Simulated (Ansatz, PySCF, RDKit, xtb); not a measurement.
# Which structure has the formula InBSiO?

Only the formula InBSiO is given. Aim: find the structure of lowest free energy at 298.15 K, then its properties.

The funnel: GFN2-xTB relaxations, single points with a density functional, relaxations at PBE0-D3(BJ)/def2-SVP, harmonic vibrations, and a last energy at a higher level. All values are calculated.

6 further runs of the same task are left out: 6 set aside as unsound or not needed.

### 1 Drawing up candidates

A program enumerates the bonding patterns with one Lewis structure each (two rings at most, one unusual centre or charged pair), with their diastereomers. O–O, O–halogen and N–halogen bonds and N–N–N chains are not drawn. That gives 13 candidates.

```
label               SMILES     spin
 c131       O=[Si]=[B][In]  singlet
 c216        B#[Si][O][In]  triplet
 c272  [B]1=[Si]2[O][In]12  singlet
 c275    B1=[Si-][In+][O]1  singlet
 c357   [O]1[B]2[Si][In]12  singlet
 c489       O=[Si]=[B][In]  triplet
 c565   O=[Si-]1=[B][In+]1  singlet
 c721        B#[Si][O][In]  singlet
 c805   [O]1[B]2[Si][In]12  triplet
 c807        [In][Si]1=BO1  triplet
 c860      B#[Si][In+][O-]  singlet
 c874        [In][Si]1=BO1  singlet
 c875    B#[Si-]1[O][In+]1  singlet
```

Candidates are built by distance geometry, with a force field where one applies, in up to four conformers (letters a to d). 10 starts with atoms placed at random are added, to find patterns that the rules miss.

Q: Predict the outcome of this search (final energies at CCSD(T)/def2-TZVPP).

| quantity | value |
| --- | --- |
| lowest structure found | [O][B][Si][In], triplet, Cs |
| next finalist | [O][B]1[Si][In]1 ‡, singlet, 9.6 kcal/mol higher in G |
| share at equilibrium, among the finalists | 100.0 % |
| harmonic wavenumbers, lowest and highest (PBE0-D3(BJ)/def2-SVP) | 49 and 1924 cm⁻¹ |
| rotational constants, same geometry | 0.1662, 0.0615, 0.04489 cm⁻¹ |
| dipole moment (PBE0/def2-TZVPD) | 4.72 D |
| HOMO energy (highest over α and β) (PBE0/def2-TZVPD) | -6.07 eV |
| LUMO energy (lowest over α and β) (PBE0/def2-TZVPD) | -3.47 eV |
| lowest excitation (TD-PBE0/def2-SVPD) | 2.37 eV (f = 0.002) |
| vertical ionisation energy (to the doublet cation) | 7.92 eV |
| vertical electron affinity | 1.91 eV |
| vertical singlet less triplet | +0.76 eV |

The lowest structure found is `[O][B][Si][In]`. Among the finalists first place is clear (9.6 kcal/mol); structures outside the list aren't covered. PBE0-D3(BJ)/def2-SVP, HF/def2-TZVPP and MP2/def2-TZVPP already put its bonding pattern lowest among the structures in one piece. A large T1 diagnostic among the finalists warns that one reference determinant may not suffice. It concerns: the finalist [O][B]1[Si][In]1 ‡ (singlet); the finalist [In][B]1[O][Si]1 ‡ (singlet). Spin-orbit coupling, which matters for elements this heavy, is left out. The stability test raises a flag; for an open shell a flag towards a general spinor solution can be the free rotation of the spin. The search is not exhaustive (a finite list of starts, one conformer a finalist), so a lower isomer can't be ruled out. The lowest isomer need not be the one that is made and kept in a bottle, which depends on barriers.

‡ marks the bonded skeleton alone, with all bonds drawn single: no Lewis structure was assigned that passes a check against the bond lengths.
